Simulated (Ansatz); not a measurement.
## ClH3NSSi, SMILES N[SiH]([S])Cl: a ladder of methods at one geometry

Program: Ansatz's Python interface.

`methods_clh3nssi.py`
```python
"""One geometry of ClH3NSSi, method by method."""

from dataclasses import dataclass

import ansatz as az


@dataclass(frozen=True)
class Settings:
    basis_set: str = "def2-SVP"


cfg = Settings()

clh3nssi = (
    az.Crystal.molecule()
    .atom("N", [0.6654, 0.1337, -0.9382])
    .atom("Si", [-0.0858, -0.3919, 0.4872])
    .atom("S", [-2.0191, 0.5094, 0.3889])
    .atom("Cl", [1.0451, 0.3118, 2.0812])
    .atom("H", [-0.086, 0.0256, -1.6864])
    .atom("H", [0.6665, 1.2051, -0.8488])
    .atom("H", [-0.1249, -1.8618, 0.4703])
)

job = (
    clh3nssi.calculation()
    .basis(gaussian=cfg.basis_set)
    .spin("collinear", total=1)
)

methods = ["mp2", "ccsd", "ccsd_t"]
reports = [job.correlation(m).run().report for m in methods]
print(f"Hartree-Fock reference {reports[0]['reference_energy_ev'] / 27.211386246:.6f} Ha")
best = reports[-1]["free_energy_ev"] - reports[-1]["reference_energy_ev"]
for method, each in zip(methods, reports):
    gained = each["free_energy_ev"] - each["reference_energy_ev"]
    print(f"{method:8s} total {each['free_energy_ev'] / 27.211386246:.6f} Ha  correlation {gained:9.4f} eV  ({100 * gained / best:.1f} % of the last)")
```

Output of `python methods_clh3nssi.py`:
```text
Hartree-Fock reference -1201.826132 Ha
mp2      total -1202.327804 Ha  correlation  -13.6512 eV  (88.9 % of the last)
ccsd     total -1202.375833 Ha  correlation  -14.9581 eV  (97.5 % of the last)
ccsd_t   total -1202.390161 Ha  correlation  -15.3480 eV  (100.0 % of the last)
```

Caveats:
- Total energies depend on the basis set; only differences at equal settings carry meaning.
- The geometry is a force-field or estimated start, not a minimum of this method, and the basis set is short of its limit. A lower total doesn't mark the better method: functionals have no common bound, and MP2 and coupled cluster aren't variational.
- The species is open-shell (spin multiplicity 2).
- Inner cores stay frozen, so this is valence correlation.
- It ran for 3.8 min on 1 thread of Arm Neoverse N1 (shared host), peak memory 0.49 GiB.
